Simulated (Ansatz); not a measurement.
**C₂H₈ClGaO: up Jacob's ladder to CCSD(T)**

Aim: compute C₂H₈ClGaO with functionals from several rungs and with coupled cluster. The yardstick is the atomisation energy at the CCSD(T) limit.

Program: Ansatz 0.2.0, Gaussian basis. Level of theory: functionals in def2-TZVPP, the program's frozen cores in correlated methods. These are calculated values, not measurements.

The runs, in order: LDA (SPW92), PBE-D4, revPBE-D4, BLYP-D4, r2SCAN-D4, B97M-V, PBE0-D4, B3LYP-D4, r2SCANh-D4, r2SCAN0-D4, HSE06-D4, BHLYP-D4, CAM-B3LYP-D4, LC-ωPBE, ωB97X-V, ωB97M-V, B2PLYP, PBE-QIDH; CCSD(T)/def2-SVP; CCSD(T)/def2-TZVPP; MP2/def2-QZVPP; extrapolation to the limit; RPA on PBE.

## 1. Structure used throughout

An earlier PBE0-D4 in a triple-zeta def2 set relaxation fixed the geometry.

SMILES `[CH3][Ga-]([CH3])([OH2+])[Cl]`, 13 atoms, charge 0, spin multiplicity 1.

Atoms are counted from 1 here; the program's logs count them from 0.

Bond lengths: C1–Ga2 1.958 Å, C1–H6 1.092 Å, C1–H7 1.091 Å, C1–H8 1.092 Å, Ga2–C3 1.966 Å, Ga2–O4 2.183 Å, Ga2–Cl5 2.234 Å, C3–H9 1.092 Å, C3–H10 1.093 Å, C3–H11 1.093 Å, O4–H12 0.963 Å, O4–H13 0.971 Å. Angles: Ga2–C1–H6 111.3°, Ga2–C1–H7 110.3°, Ga2–C1–H8 110.2°, H6–C1–H7 108.8°, H6–C1–H8 108.1°, H7–C1–H8 108.0°, C1–Ga2–C3 130.6°, C1–Ga2–O4 102.2°, C1–Ga2–Cl5 112.6°, C3–Ga2–O4 99.8°, C3–Ga2–Cl5 112.4°, O4–Ga2–Cl5 86.4°, Ga2–C3–H9 111.1°, Ga2–C3–H10 111.6°, Ga2–C3–H11 110.0°, H9–C3–H10 109.1°, H9–C3–H11 107.4°, H10–C3–H11 107.5° and more.

## 2. LDA

This LDA is Slater exchange with PW92 correlation.

in.yaml

```yaml
crystal:
  periodic: [false, false, false]
  atoms:
    - {symbol: C, position_ang: [-1.803165, 0.255109, -0.859142]}
    - {symbol: Ga, position_ang: [0.083624, 0.004901, -0.397903]}
    - {symbol: C, position_ang: [1.019910, -1.545793, 0.367174]}
    - {symbol: O, position_ang: [0.356077, 1.440590, 1.223642]}
    - {symbol: Cl, position_ang: [1.440567, 1.313045, -1.597827]}
    - {symbol: H, position_ang: [-2.458056, -0.144980, -0.082148]}
    - {symbol: H, position_ang: [-2.022859, 1.315279, -0.993820]}
    - {symbol: H, position_ang: [-2.033680, -0.258667, -1.795323]}
    - {symbol: H, position_ang: [2.049860, -1.294104, 0.628068]}
    - {symbol: H, position_ang: [0.509062, -1.926593, 1.255316]}
    - {symbol: H, position_ang: [1.056004, -2.357414, -0.363413]}
    - {symbol: H, position_ang: [0.931208, 1.092656, 1.913654]}
    - {symbol: H, position_ang: [0.892047, 2.071172, 0.716623]}
basis:
  gaussian: {orbitals: def2-TZVPP}
hamiltonian: {xc: lda}
output: {orbitals: {seedname: orbitals}}
```

The run is started by

```sh
$ ansatz run in.yaml --threads 4 --pin off --events-out ev --progress --plain --max-ram 11315MiB
```

The runs that follow: PBE-D4 (GGA); revPBE-D4 (GGA); BLYP-D4 (GGA); r2SCAN-D4 (meta-GGA); B97M-V (meta-GGA); B3LYP-D4 (hybrid); r2SCANh-D4 (hybrid); r2SCAN0-D4 (hybrid); HSE06-D4 (hybrid); BHLYP-D4 (hybrid); CAM-B3LYP-D4 (range-separated); LC-ωPBE (range-separated); ωB97X-V (range-separated); ωB97M-V (range-separated); B2PLYP (double hybrid); PBE-QIDH (double hybrid); CCSD(T) in def2-SVP; CCSD(T) in def2-TZVPP; MP2 in def2-QZVPP; RPA on PBE orbitals.

Before running them: what should the planned runs give, taken together? Wanted: atomisation energy, CCSD(T)/CBS; farthest beyond LDA; mean size of error, GGA; mean size of error, meta-GGA; mean size of error, hybrid; mean size of error, range-separated; mean size of error, double hybrid; gap, smallest and largest; T1 diagnostic.

The runs gave:

```
                               quantity                                                                                               value
        atomisation energy, CCSD(T)/CBS                                                                                       4534.0 kJ/mol
 functionals within 45.3 kJ/mol (1.0 %)  PBE-D4, r2SCAN-D4, B97M-V, PBE0-D4, r2SCANh-D4, HSE06-D4, CAM-B3LYP-D4, ωB97X-V, ωB97M-V, PBE-QIDH
                    farthest beyond LDA                                                                            BHLYP-D4 (-146.5 kJ/mol)
                mean size of error, GGA                                                                                         60.5 kJ/mol
           mean size of error, meta-GGA                                                                                         13.9 kJ/mol
             mean size of error, hybrid                                                                                         58.2 kJ/mol
    mean size of error, range-separated                                                                                         25.9 kJ/mol
      mean size of error, double hybrid                                                                                         59.0 kJ/mol
              gap, smallest and largest                                                               5.04 eV (BLYP-D4), 12.21 eV (LC-ωPBE)
                          T1 diagnostic                                                                                              0.0103
triples share of the correlation energy                                                                                               3.7 %
```

The LDA atomisation energy is off by 573.7 kJ/mol (13 %): it overbinds. PBE-D4 misses by +17.5 kJ/mol. Double hybrids carry the basis error of their MP2 part in triple zeta, and no dispersion term here, so their miss is partly the set-up's. The rungs meta-GGA, range-separated miss on average by less than the doubt on the reference (45.3 kJ/mol), so they tie. The reference freezes the cores and leaves out relativity and excitations past (T), and its outer-core shells are covered unevenly, so misses under about 45.3 kJ/mol can't be ranked. Hartree-Fock recovers 74 % of the binding; the rest is correlation. CCSD(T) in def2-SVP is off by -238.0 kJ/mol, which most functionals beat. The gap grows from 5.0 to 12.2 eV across the functionals, mostly with the share of exact exchange. Correlated methods include outer-core shells of Ga, which these sets cover unevenly.
